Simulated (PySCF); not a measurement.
# C15H16BO4Si: the cost of one run

Programs: PySCF 2.14.0, with routines of our own; each step states its level. All values are computed. Atoms count from 0.

## (1) The starting structure

37 atoms, charge -1, multiplicity 1; geometry from: GFN2-xTB.

## (2) Electronic excitations: TDA PBE0/6-31G*

Job settings and geometry (Å):

```
{"job": {"kind": "uv", "basis": "6-31G*", "grid": 1, "kgrid": 0, "vcut": 1.5, "nstates": 16, "ntriplets": 2, "tda": true, "delta": [], "pop": false, "xc": "PBE0"}, "charge": -1, "multiplicity": 1}
C     -2.845982    -0.833965     1.461586
Si    -2.924838    -0.077546    -0.291858
C     -4.741320     0.446153    -0.629115
C     -2.460607    -1.436366    -1.553256
C     -1.783941     1.406067    -0.442784
C     -2.166346     2.718751    -0.754639
C     -1.248945     3.743721    -0.842479
C      0.112033     3.521459    -0.623551
C      0.512410     2.240570    -0.315317
C     -0.433205     1.199365    -0.228161
O      0.155314     0.038748     0.079758
B      1.618765     0.322656     0.210224
O      2.141704    -0.032773     1.566880
C      3.149862    -0.891478     1.374908
C      3.963340    -1.476288     2.320579
C      4.969180    -2.336490     1.880971
C      5.141167    -2.605168     0.537914
C      4.315131    -2.025128    -0.424522
C      3.325822    -1.166135     0.001534
O      2.436838    -0.494018    -0.739398
O      1.747543     1.789746    -0.066518
H     -1.818814    -1.108085     1.677072
H     -3.461145    -1.726138     1.550080
H     -3.166724    -0.128491     2.223236
H     -5.411680    -0.403232    -0.544045
H     -4.857654     0.856156    -1.627017
H     -5.075517     1.198393     0.077877
H     -1.426832    -1.723175    -1.393015
H     -3.079666    -2.323578    -1.445128
H     -2.551918    -1.087912    -2.578345
H     -3.213354     2.924004    -0.930299
H     -1.584023     4.744267    -1.086153
H      0.829932     4.325141    -0.692476
H      3.824746    -1.269427     3.371370
H      5.625341    -2.795467     2.609511
H      5.931227    -3.273546     0.220047
H      4.445009    -2.238941    -1.475109
```

With the program's defaults for keys left out, this is: TDA PBE0/6-31G*, vertical, gas phase, core orbitals frozen in the response, virtual orbitals cut by energy.

Launch:

```sh
> OMP_NUM_THREADS=1 python large_run.py task.json out
```

This one command runs all jobs of the session in turn.

**Question.** How long does this first job take on 1 thread of Arm Neoverse N1, shared host, and how much memory does it need?

About 91 s, with a peak of 0.61 GiB.
